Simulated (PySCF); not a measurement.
# C4H7BS: the cost of one run

Programs: PySCF 2.14.0, with density-fitted response routines of our own. Each step states its level of theory. These are calculated values for one molecule in the gas phase, unless marked as measured. Atoms count from 0, in the outputs and in this text.

## (1) The molecule as given

13 atoms, charge 0, multiplicity 1; geometry from: GFN2-xTB. The atoms were then displaced at random by about 0.01 Å, so the start is not that level's minimum.

Bonds of the start (Å): B0–C1 1.58, C1–C2 1.49, C2–C3 1.38, C3–S4 1.73, S4–C5 1.83, C5–C1 1.53, B0–H6 1.17, B0–H7 1.15, C1–H8 1.07, C2–H9 1.07, C3–H10 1.04, C5–H11 1.08, C5–H12 1.10.

## (2) Optimising the geometry at PBE0-D3(BJ)/def2-SVP

What the job is given:

```
{"job": {"xc": "PBE0", "basis": "def2-SVP", "d3": "d3bj", "grid": 1, "shake": 0.01, "kind": "geom"}, "charge": 0, "multiplicity": 1}
B     -1.147280    -0.927210     0.526710
C     -0.617930     0.073970    -0.571490
C      0.584340    -0.806690    -0.457340
C      1.610220    -0.296210     0.319880
S      1.293920     1.302200     0.893790
C     -0.210220     1.486970    -0.140380
H     -1.053780    -0.626510     1.654320
H     -1.664930    -1.896950     0.195980
H     -1.043880     0.081250    -1.549060
H      0.682470    -1.751490    -0.947560
H      2.500150    -0.768120     0.595340
H     -0.963840     1.981810     0.461850
H      0.036570     2.130080    -0.992370
```

Run with:

```bash
OMP_NUM_THREADS=1 python probes_run.py task.json out
```

One launch serves the whole session: the jobs run in the order shown.

**Question.** How long does this first job take on 1 thread of Arm Neoverse V2, shared host, and how much memory does it need?

About 43 s, with a peak of 0.5 GiB.
